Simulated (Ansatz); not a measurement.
Task: a single point of BH6CN3F4, space group R3m, with the Python package of Ansatz (0.2.0). Give the script and its output. Settings: LDA, PAW, cutoff 630 eV, 5×5×5 k-points, fixed occupations.

```yaml
crystal:
  lattice:
    - [3.72584, 2.15111, 3.03497]
    - [-3.72584, 2.15111, 3.03497]
    - [0.00000, -4.30223, 3.03497]
  atoms:
    - { symbol: B, position: [0.41000, 0.41000, 0.41000] }
    - { symbol: H, position: [0.28300, 0.97800, 0.79500] }
    - { symbol: H, position: [0.79500, 0.28300, 0.97800] }
    - { symbol: H, position: [0.97800, 0.79500, 0.28300] }
    - { symbol: H, position: [0.97800, 0.28300, 0.79500] }
    - { symbol: H, position: [0.28300, 0.79500, 0.97800] }
    - { symbol: H, position: [0.79500, 0.97800, 0.28300] }
    - { symbol: C, position: [0.00000, 0.00000, 0.00000] }
    - { symbol: N, position: [0.89900, 0.89900, 0.20600] }
    - { symbol: N, position: [0.20600, 0.89900, 0.89900] }
    - { symbol: N, position: [0.89900, 0.20600, 0.89900] }
    - { symbol: F, position: [0.46100, 0.46100, 0.16100] }
    - { symbol: F, position: [0.16100, 0.46100, 0.46100] }
    - { symbol: F, position: [0.46100, 0.16100, 0.46100] }
    - { symbol: F, position: [0.56500, 0.56500, 0.56500] }
```

`scf_bh6cn3f4.py`
```python
"""Single point of BH6CN3F4."""

from pathlib import Path
import warnings

import ansatz as az
import numpy as np
from pymatgen.core import Structure
from scipy.ndimage import map_coordinates

warnings.simplefilter("ignore", az.DeckWarning)

system = (
    az.Lattice.from_parameters(7.45168, 7.45168, 9.104912, alpha=90, beta=90, gamma=120)
    .space_group(160)
    .atom("B", (0.0, 0.0, 0.41))
    .atom("H", (0.597667, 0.890333, 0.685333))
    .atom("C", (0.0, 0.0, 0.0))
    .atom("N", (0.231, 0.462, 0.668))
    .atom("F", (0.1, 0.2, 0.361))
    .atom("F", (0.0, 0.0, 0.565))
    .primitive()
)

# functional, basis and sampling
calc = (
    system.calculation()
    .functional(az.Functional.LDA)
    .kpoints(density=3.5)
    .eigensolver("davidson", mixed_precision=False)
    .occupations(az.OccupationsMethod.FIXED)
    .basis(630)
    .scf(tolerance=1e-09)
    .compute(density=True, potential=True, electron_localization_function=True, output_files={"volumetric_format": "npy"})
)
out = calc.run()
data = out.report

for key in ("converged", "n_iterations", "n_electrons", "n_kpoints", "n_pw", "n_symmetry_ops", "free_energy_ev", "fermi_energy_ev"):
    print(f"{key:18s} {data[key]}")

folder = Path(out.write_results("fields"))
print("densities in e/A^3, potentials in eV, ELF without unit")
for name in sorted(p.name for p in folder.glob("*.npy")):
    field = np.load(folder / name)
    print(f"{name:16s} {str(field.shape):16s} min {field.min():10.4f}  mean {field.mean():10.4f}  max {field.max():10.4f}")

final = Structure(out.lattice.cell_ang, [s.symbol for s in out.lattice.sites], [s.position_frac for s in out.lattice.sites])
# the grid holds the pseudo-density, which differs from the true one inside the cores
rho = out.density()
total = sum(channel.density_e_per_ang3 for channel in rho.channels[:2])
grid_cell = np.asarray(rho.fft_grid_basis) @ out.lattice.cell_ang
partner = min(final.get_neighbors(final[0], 5.0), key=lambda n: n.nn_distance)
line = np.linspace(final[0].coords, partner.coords, 13)
points = (line @ np.linalg.inv(grid_cell)) * rho.dims
values = map_coordinates(total, points.T, order=3, mode="grid-wrap")
print(f"from {final[0].specie} to {partner.specie}, {partner.nn_distance:.3f} A")
for t, value in zip(np.linspace(0, partner.nn_distance, 13), values):
    print(f"{t:7.3f} A  {value:9.4f} e/A^3")
```

Running `python scf_bh6cn3f4.py` prints:
```text
converged          True
n_iterations       10
n_electrons        56.0
n_kpoints          19
n_pw               5233
n_symmetry_ops     6
free_energy_ev     -4780.237001607218
fermi_energy_ev    -1.4756647324108654
densities in e/A^3, potentials in eV, ELF without unit
elf.npy          (45, 45, 45)     min     0.0004  mean     0.2600  max     0.9887
rho.npy          (45, 45, 45)     min     0.0041  mean     0.3837  max    13.9590
v_es.npy         (45, 45, 45)     min   -97.5595  mean     1.0184  max     7.6334
v_tot.npy        (45, 45, 45)     min  -118.5927  mean    -7.3307  max     3.4874
from B to F, 1.366 A
  0.000 A     0.2003 e/A^3
  0.114 A     0.2825 e/A^3
  0.228 A     0.5047 e/A^3
  0.341 A     0.7968 e/A^3
  0.455 A     1.1150 e/A^3
  0.569 A     1.4891 e/A^3
  0.683 A     2.0289 e/A^3
  0.797 A     3.0292 e/A^3
  0.910 A     4.8418 e/A^3
  1.024 A     7.4238 e/A^3
  1.138 A    10.3447 e/A^3
  1.252 A    12.9002 e/A^3
  1.366 A    14.0839 e/A^3
```

What to keep in mind:
- These settings explore the input space; cutoff and mesh may be short of convergence.
- With fixed filling the reported Fermi level is the top filled level among the k-points of the SCF.
- An absolute Fermi energy rests on an arbitrary zero of the periodic potential and has no direct meaning.
- Grid values close to the nuclei reflect the PAW or pseudopotential construction, not the all-electron fields.
- The structure is a deposited one; some such entries were measured under pressure or heat, so a shift against it needn't be the functional's error alone.
- It ran for 29 s on 1 thread of Intel(R) Xeon(R) Platinum 8259CL CPU @ 2.50GHz (Skylake/Cascade Lake), on a shared host, peak memory 0.55 GiB.
